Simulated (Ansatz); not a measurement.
**CH5BClNO: a ladder of functionals and wavefunction methods**

The task here is to estimate one member of a computed series from the others.

Computed with Ansatz 0.2.0, Gaussian basis. Level: functionals in def2-TZVPP, the program's frozen cores in correlated methods.

Levels to be run: LDA (SPW92), PBE-D4, revPBE-D4, BLYP-D4, r2SCAN-D4, B97M-V, PBE0-D4, B3LYP-D4, r2SCANh-D4, r2SCAN0-D4, HSE06-D4, BHLYP-D4, CAM-B3LYP-D4, LC-ωPBE, ωB97X-V, ωB97M-V, B2PLYP, PBE-QIDH; CCSD(T)/def2-SVP; CCSD(T)/def2-TZVPP; MP2/def2-QZVPP; extrapolation to the limit; RPA on PBE.

### Structure used throughout

All runs share one geometry, relaxed beforehand with PBE0-D4 in a triple-zeta def2 set.

SMILES `NB(Cl)CO`, 10 atoms, charge 0, spin multiplicity 1.

Atoms are counted from 1 here; the program's logs count them from 0.

Bond lengths: N1–B2 1.386 Å, N1–H6 1.005 Å, N1–H7 1.006 Å, B2–Cl3 1.784 Å, B2–C4 1.577 Å, C4–O5 1.413 Å, C4–H8 1.096 Å, C4–H9 1.105 Å, O5–H10 0.962 Å. Angles: B2–N1–H6 123.2°, B2–N1–H7 122.4°, H6–N1–H7 114.4°, N1–B2–Cl3 118.3°, N1–B2–C4 123.5°, Cl3–B2–C4 118.2°, B2–C4–O5 116.0°, B2–C4–H8 109.8°, B2–C4–H9 107.4°, O5–C4–H8 107.3°, O5–C4–H9 110.4°, H8–C4–H9 105.5°, C4–O5–H10 107.7°.

The first run:

Input file in.yaml:

```yaml
crystal:
  periodic: [false, false, false]
  atoms:
    - {symbol: N, position_ang: [-1.481346, 0.770100, 0.263808]}
    - {symbol: B, position_ang: [-0.131159, 0.458255, 0.272551]}
    - {symbol: Cl, position_ang: [0.978417, 1.531441, 1.166234]}
    - {symbol: C, position_ang: [0.484752, -0.764792, -0.509207]}
    - {symbol: O, position_ang: [1.724524, -1.243936, -0.030225]}
    - {symbol: H, position_ang: [-1.860388, 1.585355, 0.713928]}
    - {symbol: H, position_ang: [-2.164117, 0.196586, -0.201161]}
    - {symbol: H, position_ang: [-0.217419, -1.606583, -0.495153]}
    - {symbol: H, position_ang: [0.570032, -0.468995, -1.570186]}
    - {symbol: H, position_ang: [2.179804, -0.508732, 0.392210]}
basis:
  gaussian: {orbitals: def2-TZVPP}
hamiltonian: {xc: lda}
output: {orbitals: {seedname: orbitals}}
```

Steps of the session up to this table: LDA; PBE-D4 (GGA); revPBE-D4 (GGA); BLYP-D4 (GGA); r2SCAN-D4 (meta-GGA); B97M-V (meta-GGA); PBE0-D4 (hybrid); B3LYP-D4 (hybrid); r2SCANh-D4 (hybrid); r2SCAN0-D4 (hybrid); HSE06-D4 (hybrid); BHLYP-D4 (hybrid); CAM-B3LYP-D4 (range-separated); LC-ωPBE (range-separated); ωB97X-V (range-separated); ωB97M-V (range-separated); B2PLYP (double hybrid); PBE-QIDH (double hybrid).

One table of the session follows, with a row left open; its other results are not shown here.

It belongs to the step «Frontier levels by functional». 

```
  functional  HOMO (eV)  gap (eV)
 LDA (SPW92)      -6.03      5.04
      PBE-D4      -5.89      5.18
   revPBE-D4      -5.84      5.23
     BLYP-D4      -5.82      5.25
   r2SCAN-D4      -6.27      5.90
      B97M-V          ?         ?
     PBE0-D4      -7.59      7.87
    B3LYP-D4      -7.34      7.40
  r2SCANh-D4      -6.90      6.87
  r2SCAN0-D4      -7.84      8.33
    HSE06-D4      -7.17      7.07
    BHLYP-D4      -9.21     10.36
CAM-B3LYP-D4      -9.08     10.40
     LC-ωPBE     -10.44     13.02
     ωB97X-V     -10.11     12.50
     ωB97M-V     -10.02     11.91
```

Estimate the missing values for B97M-V.

The run gave: HOMO (eV): -6.42; gap (eV): 6.15. In the column «HOMO (eV)» it lies between r2SCANh-D4 (-6.90) and r2SCAN-D4 (-6.27).
